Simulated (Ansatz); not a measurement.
# B2H5NSi: a ladder of functionals and wavefunction methods

How much do the methods differ for B2H5NSi? The plan is to run it at one geometry with functionals of several rungs and with coupled cluster, and see how far each lands from CCSD(T) at the basis-set limit for the atomisation energy.

Computed with Ansatz 0.2.0, Gaussian basis. Level: functionals in def2-TZVPP, the program's frozen cores in correlated methods.

The runs, in order: LDA (SPW92), PBE-D4, revPBE-D4, BLYP-D4, r2SCAN-D4, B97M-V, PBE0-D4, B3LYP-D4, r2SCANh-D4, r2SCAN0-D4, HSE06-D4, BHLYP-D4, CAM-B3LYP-D4, LC-ωPBE, ωB97X-V, ωB97M-V, B2PLYP, PBE-QIDH; CCSD(T)/def2-SVP; CCSD(T)/def2-TZVPP; MP2/def2-QZVPP; extrapolation to the limit; RPA on PBE.

## (1) The relaxed structure

All runs share one geometry, relaxed beforehand with PBE0-D4 in a triple-zeta def2 set.

9 atoms, charge 0, spin multiplicity 1.

Atoms are counted from 1 here; the program's logs count them from 0.

Bond lengths: N1–B2 1.365 Å, N1–H5 1.008 Å, N1–H6 1.007 Å, B2–B3 1.546 Å, B2–Si4 2.487 Å, B3–Si4 1.862 Å, B3–H7 1.188 Å, Si4–H8 1.488 Å, Si4–H9 1.493 Å. Angles: B2–N1–H5 122.6°, B2–N1–H6 123.4°, H5–N1–H6 114.0°, N1–B2–B3 174.4°, N1–B2–Si4 126.2°, B3–B2–Si4 48.4°, B2–B3–Si4 93.3°, B2–B3–H7 135.0°, Si4–B3–H7 128.3°, B2–Si4–B3 38.4°, B2–Si4–H8 84.7°, B2–Si4–H9 162.1°, B3–Si4–H8 121.9°, B3–Si4–H9 129.7°, H8–Si4–H9 108.3°.

## (2) LDA

This LDA is Slater exchange with PW92 correlation.

Input file in.yaml:

```yaml
crystal:
  periodic: [false, false, false]
  atoms:
    - {symbol: N, position_ang: [-0.645027, 1.208839, -1.286896]}
    - {symbol: B, position_ang: [0.333518, 0.517533, -0.632770]}
    - {symbol: B, position_ang: [1.332134, -0.357591, 0.159262]}
    - {symbol: Si, position_ang: [-0.007388, -1.148977, 1.182054]}
    - {symbol: H, position_ang: [-0.866251, 1.049631, -2.256855]}
    - {symbol: H, position_ang: [-1.201626, 1.926193, -0.852083]}
    - {symbol: H, position_ang: [2.497655, -0.309521, 0.383694]}
    - {symbol: H, position_ang: [-1.443406, -1.063625, 0.800528]}
    - {symbol: H, position_ang: [0.088991, -1.868682, 2.486068]}
basis:
  gaussian: {orbitals: def2-TZVPP}
hamiltonian: {xc: lda}
output: {orbitals: {seedname: orbitals}}
```

Launch:

```sh
$ ansatz run in.yaml --threads 2 --pin off --events-out ev --progress --plain --max-ram 4352MiB
```

Further steps of the session: PBE-D4 (GGA); revPBE-D4 (GGA); BLYP-D4 (GGA); r2SCAN-D4 (meta-GGA); B97M-V (meta-GGA); B3LYP-D4 (hybrid); r2SCANh-D4 (hybrid); r2SCAN0-D4 (hybrid); HSE06-D4 (hybrid); BHLYP-D4 (hybrid); CAM-B3LYP-D4 (range-separated); LC-ωPBE (range-separated); ωB97X-V (range-separated); ωB97M-V (range-separated); B2PLYP (double hybrid); PBE-QIDH (double hybrid); CCSD(T) in def2-SVP; CCSD(T) in def2-TZVPP; MP2 in def2-QZVPP; RPA on PBE orbitals.

Q: Predict the results of all the runs planned. Wanted: atomisation energy, CCSD(T)/CBS; farthest beyond LDA; mean size of error, GGA; mean size of error, meta-GGA; mean size of error, hybrid; mean size of error, range-separated; mean size of error, double hybrid; gap, smallest and largest; T1 diagnostic.

**Answer**, as computed:

| quantity | value |
| --- | --- |
| atomisation energy, CCSD(T)/CBS | 722.3 kcal/mol |
| functionals within 3.6 kcal/mol (0.5 %) | r2SCAN0-D4, LC-ωPBE, B2PLYP, PBE-QIDH |
| farthest beyond LDA | PBE-D4 (+25.3 kcal/mol) |
| mean size of error, GGA | 14.9 kcal/mol |
| mean size of error, meta-GGA | 15.7 kcal/mol |
| mean size of error, hybrid | 9.3 kcal/mol |
| mean size of error, range-separated | 6.9 kcal/mol |
| mean size of error, double hybrid | 0.7 kcal/mol |
| gap, smallest and largest | 2.74 eV (BLYP-D4), 8.63 eV (LC-ωPBE) |
| T1 diagnostic | 0.0151 |
| triples share of the correlation energy | 4.7 % |

LDA overbinds by 113.0 kcal/mol (16 %). PBE-D4 misses by +25.3 kcal/mol. Double hybrids carry the basis error of their MP2 part in triple zeta, and no dispersion term here, so their miss is partly the set-up's. By mean error the best rung here is double hybrid (0.7 kcal/mol) and the worst beyond LDA is meta-GGA (15.7 kcal/mol). The reference freezes the cores and leaves out relativity and excitations past (T), so misses under about 3.6 kcal/mol can't be ranked. Hartree-Fock recovers 73 % of the binding; the rest is correlation. CCSD(T) in def2-SVP is off by -40.6 kcal/mol, more than most functionals: a good method in a small basis is no reference. Orbital gaps span 2.7 to 8.6 eV; exact exchange widens them. The restricted reference is unstable towards a spin-broken one.
